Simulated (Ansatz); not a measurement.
Relaxation of a periodic cell of 17 atoms, Li16Cu (host Li, host structure bcc, interstitial Cu), to a largest force component of 0.03 eV/Å in at most 60 steps.

Computed with DFT PBEsol, scalar-relativistic, plane waves, PAW (Ansatz). Settings: cutoff 420 eV, k mesh 4x4x4, fermi-dirac smearing 0.05 eV, no spin polarisation.

```xyz
17
Lattice="6.9800 0.0000 0.0000 0.0000 6.9800 0.0000 0.0000 0.0000 6.9800" Properties=species:S:1:pos:R:3
Li 0.000 0.000 0.000
Li 3.490 0.000 0.000
Li 0.000 3.490 0.000
Li 0.000 0.000 3.490
Li 1.745 1.745 1.745
Li 3.490 3.490 0.000
Li 3.490 0.000 3.490
Li 5.235 1.745 1.745
Li 0.000 3.490 3.490
Li 1.745 5.235 1.745
Li 1.745 1.745 5.235
Li 3.490 3.490 3.490
Li 5.235 5.235 1.745
Li 5.235 1.745 5.235
Li 1.745 5.235 5.235
Li 5.235 5.235 5.235
Cu 2.600 0.009 1.751
```

Task: Where does it end, and by what steps?

Result: It converged. The force dipped under the threshold on the way, but the program's further checks kept it going. Limits of this set-up: coarse k mesh, a small cell, in which the defect meets its images, a typed lattice constant that wasn't relaxed here. After 14 steps the energy has fallen by 1.691 eV; Li5 moved furthest, 0.79 Å. Joined: Li1–Li2 (3.49 → 3.03 Å), Li2–Li7 (3.49 → 2.91 Å), Li5–Li10 (3.49 → 2.94 Å), Li10–Li13 (3.49 → 3.02 Å), Li12–Cu17 (3.99 → 3.00 Å).

| step | energy less start (eV) | largest force component (eV/Å) | accepted |
| --- | --- | --- | --- |
| 0 | 0.0000 | 2.126 | yes |
| 1 | -0.7708 | 1.488 | yes |
| 2 | -1.5034 | 0.396 | yes |
| 3 | -1.6407 | 0.040 | yes |
| 4 | -1.6433 | 0.004 | yes |
| 5 | -1.6434 | 0.004 | yes |
| 6 | -1.6436 | 0.013 | yes |
| 7 | -1.6436 | 0.090 | no |
| 8 | -1.6451 | 0.044 | yes |
| 9 | -1.6473 | 0.071 | yes |
| 10 | -1.6503 | 0.094 | yes |
| 11 | -1.6597 | 0.088 | yes |
| 12 | -1.6759 | 0.110 | yes |
| 13 | -1.6752 | 0.120 | no |
| 14 | -1.6915 | 0.028 | yes |

```xyz
17
Lattice="6.9800 0.0000 0.0000 0.0000 6.9800 0.0000 0.0000 0.0000 6.9800" Properties=species:S:1:pos:R:3
Li 0.339 -0.089 0.136
Li 3.346 0.046 -0.182
Li -0.131 3.689 -0.061
Li 0.185 -0.108 3.312
Li 1.196 2.296 1.637
Li 3.459 3.222 -0.060
Li 3.846 -0.172 3.938
Li 5.164 1.506 1.665
Li -0.333 3.686 3.448
Li 1.961 5.131 1.820
Li 1.626 1.742 4.927
Li 3.590 3.109 3.422
Li 4.965 5.387 1.649
Li 5.540 1.635 5.354
Li 1.804 5.025 5.101
Li 5.278 5.202 5.406
Cu 2.645 0.583 2.119
```

Whether the end is a true minimum wasn't checked by a vibrational analysis.

The run took 82 s on 4 threads of INTEL(R) XEON(R) PLATINUM 8581C CPU @ 2.10GHz (Emerald Rapids), on a shared host, peak memory 1 GiB.
